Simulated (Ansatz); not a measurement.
# SnH2Me(NEt2) (C5H15NSn): structure and electronic state

Aim: characterise SnH2Me(NEt2) (C5H15NSn) as a singlet: its structure, frontier levels and distribution of charge.

Computed with Ansatz 0.2.0, Gaussian basis. Level: RKS PBE0-D4/def2-TZVP.

Levels to be run: relaxation at r2SCAN-D4/def2-SVP; a single point at PBE0-D4/def2-TZVP.

4 further runs of the same task are left out: 1 that didn't finish, 3 set aside as unsound or not needed.

## Step 1: Starting geometry

22 atoms, charge 0, spin multiplicity 1.

Atoms are counted from 1 here; the program's logs count them from 0.

Bond lengths: Sn1–H2 1.678 Å, Sn1–H3 1.676 Å, Sn1–C4 2.185 Å, Sn1–N8 2.028 Å, C4–H5 1.086 Å, C4–H6 1.083 Å, C4–H7 1.085 Å, N8–C9 1.442 Å, N8–C11 1.447 Å, C9–C10 1.526 Å, C9–H13 1.094 Å, C9–H14 1.093 Å, C10–H15 1.089 Å, C10–H16 1.087 Å, C10–H17 1.087 Å, C11–C12 1.525 Å, C11–H18 1.096 Å, C11–H19 1.094 Å and more. Angles: H2–Sn1–H3 108.5°, H2–Sn1–C4 113.7°, H2–Sn1–N8 103.8°, H3–Sn1–C4 110.8°, H3–Sn1–N8 101.9°, C4–Sn1–N8 117.1°, Sn1–C4–H5 109.6°, Sn1–C4–H6 109.8°, Sn1–C4–H7 110.4°, H5–C4–H6 109.0°, H5–C4–H7 109.0°, H6–C4–H7 109.0°, Sn1–N8–C9 119.8°, Sn1–N8–C11 118.5°, C9–N8–C11 114.5°, N8–C9–C10 114.8°, N8–C9–H13 107.9°, N8–C9–H14 108.1° and more.

Coordinates:

```mol
C5H15NSn
  3D, bonds by distance, orders not assigned

 22 21  0  0  0  0  0  0  0  0999 V2000
    1.0323    1.4045    0.8035 Sn  0  0
    1.0883    1.3251    2.4788 H   0  0
    2.6032    1.4323    0.2186 H   0  0
   -0.1084    3.1052    0.0415 C   0  0
   -0.3018    2.9684   -1.0180 H   0  0
    0.4562    4.0188    0.1809 H   0  0
   -1.0548    3.1919    0.5649 H   0  0
    0.4142   -0.4461    0.2510 N   0  0
   -0.6716   -1.0808    0.9573 C   0  0
   -2.0499   -0.4849    0.6835 C   0  0
    0.5274   -0.8258   -1.1407 C   0  0
    1.2960   -2.1333   -1.2987 C   0  0
   -0.4615   -1.0104    2.0284 H   0  0
   -0.6752   -2.1410    0.6915 H   0  0
   -2.0847    0.5482    1.0271 H   0  0
   -2.2739   -0.5027   -0.3805 H   0  0
   -2.8149   -1.0515    1.2078 H   0  0
   -0.4589   -0.9155   -1.6108 H   0  0
    1.0745   -0.0454   -1.6783 H   0  0
    2.2683   -2.0410   -0.8223 H   0  0
    0.7612   -2.9564   -0.8323 H   0  0
    1.4341   -2.3597   -2.3532 H   0  0
  1  2  8  0
  1  3  8  0
  1  4  8  0
  1  8  8  0
  4  5  8  0
  4  6  8  0
  4  7  8  0
  8  9  8  0
  8 11  8  0
  9 10  8  0
  9 13  8  0
  9 14  8  0
 10 15  8  0
 10 16  8  0
 10 17  8  0
 11 12  8  0
 11 18  8  0
 11 19  8  0
 12 20  8  0
 12 21  8  0
 12 22  8  0
M  END
```

Sn takes a core potential in the def2 sets. No spin-orbit coupling is included.

The start is a GFN2-xTB geometry.

## Step 2: Optimising with r2SCAN-D4/def2-SVP

The input, in.yaml:

```yaml
crystal:
  periodic: [false, false, false]
  atoms:
    - {symbol: Sn, position_ang: [1.032290, 1.404500, 0.803500]}
    - {symbol: H, position_ang: [1.088260, 1.325080, 2.478800]}
    - {symbol: H, position_ang: [2.603180, 1.432310, 0.218600]}
    - {symbol: C, position_ang: [-0.108410, 3.105220, 0.041470]}
    - {symbol: H, position_ang: [-0.301780, 2.968430, -1.017980]}
    - {symbol: H, position_ang: [0.456220, 4.018760, 0.180850]}
    - {symbol: H, position_ang: [-1.054780, 3.191870, 0.564900]}
    - {symbol: N, position_ang: [0.414170, -0.446150, 0.251050]}
    - {symbol: C, position_ang: [-0.671570, -1.080760, 0.957320]}
    - {symbol: C, position_ang: [-2.049940, -0.484880, 0.683520]}
    - {symbol: C, position_ang: [0.527450, -0.825760, -1.140690]}
    - {symbol: C, position_ang: [1.295960, -2.133310, -1.298740]}
    - {symbol: H, position_ang: [-0.461510, -1.010390, 2.028410]}
    - {symbol: H, position_ang: [-0.675200, -2.140950, 0.691550]}
    - {symbol: H, position_ang: [-2.084720, 0.548240, 1.027070]}
    - {symbol: H, position_ang: [-2.273880, -0.502740, -0.380510]}
    - {symbol: H, position_ang: [-2.814890, -1.051530, 1.207820]}
    - {symbol: H, position_ang: [-0.458930, -0.915480, -1.610820]}
    - {symbol: H, position_ang: [1.074500, -0.045360, -1.678290]}
    - {symbol: H, position_ang: [2.268290, -2.041030, -0.822310]}
    - {symbol: H, position_ang: [0.761240, -2.956430, -0.832330]}
    - {symbol: H, position_ang: [1.434060, -2.359660, -2.353180]}
basis:
  gaussian: {orbitals: def2-SVP}
hamiltonian: {xc: r2scan, dispersion: d4}
scf: {lower_state_search: "off"}
output: {orbitals: {seedname: orbitals}}
relax: {f_tol: 0.02, max_steps: 100}
```

On the command line:

```console
> ansatz run in.yaml --threads 4 --pin off --events-out ev --progress --plain --max-ram 4787MiB
```

Further steps of the session: Single point, PBE0-D4/def2-TZVP.

**Question.** What will the summary of the whole plan be? Wanted: point group; commonest bond, hydrogen aside; HOMO, LUMO at PBE0-D4/def2-TZVP; dipole at r2SCAN-D4/def2-SVP.

As calculated:

```
                       quantity                          value
                    point group                             C1
 commonest bond, hydrogen aside  C–C, 2 of mean length 1.530 Å
HOMO, LUMO at PBE0-D4/def2-TZVP                 -5.76, 0.38 eV
   dipole at r2SCAN-D4/def2-SVP                         0.99 D
```

The molecule keeps its bonding pattern by the stored test; the atoms moved 0.07 Å (rms). No usable vibrations, so a minimum isn't proven. The point group is read from a loosely relaxed geometry; soft torsions can leave it below the true symmetry.
